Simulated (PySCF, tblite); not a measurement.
# C2H12NPSi2: geometry, infrared bands and NMR shifts

Aim: predict the infrared bands and NMR shifts of C2H12NPSi2 (`C[C@H](N[SiH3])[SiH2]P`).

The runs use tblite 0.8.0 and PySCF 2.14.0, with density-fitted response routines of our own; the level of theory stands in each step. All values are computed, except where a source is named. Atoms are numbered from 0 throughout.

**1. The starting structure**

18 atoms, charge 0, multiplicity 1; geometry from: force field or distance geometry start.

Bonds of the start (Å): C0–C1 1.53, C1–N2 1.46, N2–Si3 1.72, C1–Si4 1.93, Si4–P5 2.22, C0–H6 1.10, C0–H7 1.09, C0–H8 1.10, C1–H9 1.11, N2–H10 1.02, Si3–H11 1.48, Si3–H12 1.46, Si3–H13 1.48, Si4–H14 1.49, Si4–H15 1.49, P5–H16 1.42, P5–H17 1.41.

**2. Geometry optimisation with GFN2-xTB**

What the job is given:

```
{"job": {"kind": "relax", "xc": "GFN2-xTB", "basis": "xTB"}, "charge": 0, "multiplicity": 1}
C     -0.920800    -1.738200    -0.343400
C     -0.133100    -0.520100     0.147100
N     -0.320700     0.641100    -0.716800
Si    -1.617800     1.762700    -0.648600
Si     1.752200    -0.892800     0.302800
P      2.791700     0.923100     1.054400
H     -2.003400    -1.519700    -0.356300
H     -0.628600    -2.023300    -1.353200
H     -0.771100    -2.607000     0.309800
H     -0.455700    -0.288200     1.183200
H     -0.203400     0.373200    -1.695600
H     -1.705100     2.253000     0.750400
H     -1.329500     2.835100    -1.597100
H     -2.837700     1.022700    -1.030400
H      2.299000    -1.230100    -1.040300
H      1.981400    -2.010600     1.254900
H      1.918100     1.193000     2.134400
H      2.175600     1.832400     0.172900
```

Started as:

```console
$ OMP_NUM_THREADS=1 python probes_run.py task.json out
```

This one command runs all jobs of the session in turn.

**Question.** This job is followed by: GFN2-xTB harmonic vibrations, gas phase; GIAO PBE0/pcSseg-1 NMR shielding, non-relativistic, gas phase. Predict these results of the whole session: strongest single infrared mode (GFN2-xTB); zero-point energy (GFN2-xTB); 13C shifts against TMS (PBE0/pcSseg-1); 1H shifts against TMS (PBE0/pcSseg-1, means over atoms taken as alike); 15N shifts against NH3 (PBE0/pcSseg-1); 29Si shifts against TMS (PBE0/pcSseg-1); 31P shifts against H3PO4 (PBE0/pcSseg-1); surface potential, 1st and 99th percentile.

The runs gave:

```
                                                              quantity                                          value
                             strongest single infrared mode (GFN2-xTB)                          2174 cm⁻¹, 401 km/mol
                                          zero-point energy (GFN2-xTB)                                  80.8 kcal/mol
                                13C shifts against TMS (PBE0/pcSseg-1)                                 43.6, 24.3 ppm
1H shifts against TMS (PBE0/pcSseg-1, means over atoms taken as alike)  4.70, 4.39, 3.74, 2.05, 1.36, 1.36, -0.89 ppm
                                15N shifts against NH3 (PBE0/pcSseg-1)                                       32.6 ppm
                               29Si shifts against TMS (PBE0/pcSseg-1)                               -39.8, -57.4 ppm
                              31P shifts against H3PO4 (PBE0/pcSseg-1)                                     -311.6 ppm
                                 surface potential, 1st and 99th percentile                             -1.07 V and 1.42 V
```

**Reading.** Over 85 steps the energy fell by 0.190 eV; of the close pairs, P5–H16 changed most, 1.415 to 1.385 Å. All 48 modes are real, so the xTB geometry is a minimum. The strongest single mode, at 2174 cm⁻¹, moves mainly H13. Unscaled tight-binding wavenumbers are off by several per cent, some by more. Its intensities can rank the bands wrongly. The most deshielded carbon is C1 (sp3 CH bonded to N and Si), at 43.6 ppm: deshielded by the electronegative neighbour.
